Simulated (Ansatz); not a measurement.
**C3H8MgO: a ladder of functionals and wavefunction methods**

Aim: compute C3H8MgO with functionals from several rungs and with coupled cluster, and see how far each lands from CCSD(T) at the basis-set limit for the atomisation energy.

The runs use Ansatz 0.2.0, Gaussian basis; functionals in def2-TZVPP, the program's frozen cores in correlated methods.

Levels to be run: LDA (SPW92), PBE-D4, revPBE-D4, BLYP-D4, r2SCAN-D4, B97M-V, PBE0-D4, B3LYP-D4, r2SCANh-D4, r2SCAN0-D4, HSE06-D4, BHLYP-D4, CAM-B3LYP-D4, LC-ωPBE, ωB97X-V, ωB97M-V, B2PLYP, PBE-QIDH; CCSD(T)/def2-SVP; CCSD(T)/def2-TZVPP; MP2/def2-QZVPP; extrapolation to the limit; RPA on PBE.

## (1) Structure used throughout

An earlier PBE0-D4 in a triple-zeta def2 set relaxation fixed the geometry.

SMILES `C[CH](C)[Mg][OH]`, 13 atoms, charge 0, spin multiplicity 1.

Atoms are counted from 1 here; the program's logs count them from 0.

Bond lengths: C1–C2 1.527 Å, C1–H6 1.094 Å, C1–H7 1.096 Å, C1–H8 1.100 Å, C2–C3 1.527 Å, C2–Mg4 2.106 Å, C2–H9 1.099 Å, C3–H10 1.094 Å, C3–H11 1.096 Å, C3–H12 1.100 Å, Mg4–O5 1.765 Å, O5–H13 0.947 Å. Angles: C2–C1–H6 112.7°, C2–C1–H7 112.0°, C2–C1–H8 111.4°, H6–C1–H7 107.1°, H6–C1–H8 106.9°, H7–C1–H8 106.3°, C1–C2–C3 110.4°, C1–C2–Mg4 113.0°, C1–C2–H9 107.5°, C3–C2–Mg4 113.0°, C3–C2–H9 107.5°, Mg4–C2–H9 105.1°, C2–C3–H10 112.7°, C2–C3–H11 112.0°, C2–C3–H12 111.4°, H10–C3–H11 107.1°, H10–C3–H12 106.9°, H11–C3–H12 106.3° and more.

## (2) LDA

This LDA is Slater exchange with PW92 correlation.

The input, in.yaml:

```yaml
crystal:
  periodic: [false, false, false]
  atoms:
    - {symbol: C, position_ang: [-0.727030, -1.397609, -0.278900]}
    - {symbol: C, position_ang: [-0.179049, -0.184048, 0.469344]}
    - {symbol: C, position_ang: [1.275270, -0.418981, 0.872644]}
    - {symbol: Mg, position_ang: [-0.460339, 1.622475, -0.576807]}
    - {symbol: O, position_ang: [-0.702746, 3.140157, -1.444832]}
    - {symbol: H, position_ang: [-1.793521, -1.307346, -0.507311]}
    - {symbol: H, position_ang: [-0.207294, -1.562904, -1.229221]}
    - {symbol: H, position_ang: [-0.601576, -2.321018, 0.306243]}
    - {symbol: H, position_ang: [-0.764296, -0.073735, 1.393251]}
    - {symbol: H, position_ang: [1.678856, 0.389783, 1.489685]}
    - {symbol: H, position_ang: [1.932076, -0.517264, 0.001149]}
    - {symbol: H, position_ang: [1.387174, -1.349024, 1.449976]}
    - {symbol: H, position_ang: [-0.817027, 3.944715, -1.930520]}
basis:
  gaussian: {orbitals: def2-TZVPP}
hamiltonian: {xc: lda}
output: {orbitals: {seedname: orbitals}}
```

After this run come: PBE-D4 (GGA); revPBE-D4 (GGA); BLYP-D4 (GGA); r2SCAN-D4 (meta-GGA); B97M-V (meta-GGA); PBE0-D4 (hybrid); B3LYP-D4 (hybrid); r2SCANh-D4 (hybrid); r2SCAN0-D4 (hybrid); HSE06-D4 (hybrid); BHLYP-D4 (hybrid); CAM-B3LYP-D4 (range-separated); LC-ωPBE-D4 (range-separated); ωB97X-V (range-separated); ωB97M-V (range-separated); B2PLYP (double hybrid); PBE-QIDH (double hybrid); CCSD(T) in def2-SVP; CCSD(T) in def2-TZVPP; MP2 in def2-QZVPP; RPA on PBE orbitals.

Q: Predict the results of all the runs planned. Wanted: atomisation energy, CCSD(T)/CBS; farthest beyond LDA; mean size of error, GGA; mean size of error, meta-GGA; mean size of error, hybrid; mean size of error, range-separated; mean size of error, double hybrid; gap, smallest and largest; T1 diagnostic.

**Answer**, as computed:

| quantity | value |
| --- | --- |
| atomisation energy, CCSD(T)/CBS | 1139.9 kcal/mol |
| functionals within 5.7 kcal/mol (0.5 %) | r2SCAN-D4, PBE0-D4, HSE06-D4, CAM-B3LYP-D4, LC-ωPBE, ωB97X-V |
| farthest beyond LDA | BHLYP-D4 (-37.3 kcal/mol) |
| mean size of error, GGA | 12.1 kcal/mol |
| mean size of error, meta-GGA | 4.3 kcal/mol |
| mean size of error, hybrid | 12.8 kcal/mol |
| mean size of error, range-separated | 4.4 kcal/mol |
| mean size of error, double hybrid | 14.0 kcal/mol |
| gap, smallest and largest | 3.71 eV (BLYP-D4), 9.91 eV (LC-ωPBE) |
| T1 diagnostic | 0.0100 |
| triples share of the correlation energy | 3.2 % |

**Reading.** LDA overbinds by 146.0 kcal/mol (13 %). PBE-D4 misses by +12.1 kcal/mol. Double hybrids carry the basis error of their MP2 part in triple zeta, and no dispersion term here, so their miss is partly the set-up's. The rungs meta-GGA, range-separated miss on average by less than the doubt on the reference (5.7 kcal/mol), so they tie. Misses under about 5.7 kcal/mol are within the doubt on the reference itself, which lacks core-valence correlation, relativity and higher excitations. Hartree-Fock recovers 73 % of the binding; the rest is correlation. CCSD(T) in def2-SVP is off by -56.8 kcal/mol, more than most functionals: a good method in a small basis is no reference. The gap grows from 3.7 to 9.9 eV across the functionals, mostly with the share of exact exchange. Correlated methods include outer-core shells of Mg, which these sets cover unevenly.
